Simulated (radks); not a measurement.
# Er¹⁵⁺ in [Ar] 3d10 4s2 4p5.75 4d10 4f7 5d0.25: an all-electron calculation

Wanted: eigenvalues, radial structure and energy terms of the erbium ion Er15+.

Method: scalar-relativistic Kohn-Sham, SCAN, spin-unpolarised, spherical densities, finite nucleus. Code: radks (a radial shooting solver on a logarithmic mesh, Libxc functionals) version 1.

## Step 1: What is computed

```
element            : erbium (Z = 68)
charge             : +15
electrons          : 53
configuration      : [Ar] 3d10 4s2 4p5.75 4d10 4f7 5d0.25
nuclear rms radius : 5.2516 fm
```

## Step 2: The calculation

Input:

```text
Z 68
configuration [Ar] 3d10 4s2 4p5.75 4d10 4f7 5d0.25 5s0 5p0
relativity scalar-relativistic
functional scan,scan
spin unpolarised
nucleus finite rms 5.2516 fm
c 137.035999084
```

Run with:

```
$ python run_ks.py task.json out
```

This one command runs every case of the session in turn.

**Question.** What will this run give?

**Answer**, as computed:

| quantity | value |
| --- | --- |
| total energy | -13008.0456 hartree |
| exchange-correlation share of it | 2.05 % |
| −T/E | 1.0845 |
| highest occupied level | 5d, -225.40 eV |
| most extended occupied level | 5d, <r> = 1.24 bohr |
| radius at density 0.001 e/bohr³ | 1.99 bohr |
| maxima of the radial density | 4 |

**Reading.** 5 principal shells are occupied and 4 maxima appear in the radial density; where shells overlap, one shows as a shoulder or not at all. −T/E is 1.084: with relativity the kinetic term as defined here no longer equals −E. This is not the tabulated ground configuration, so its levels and sizes aren't those of the ground state, and no measured value stands beside it.
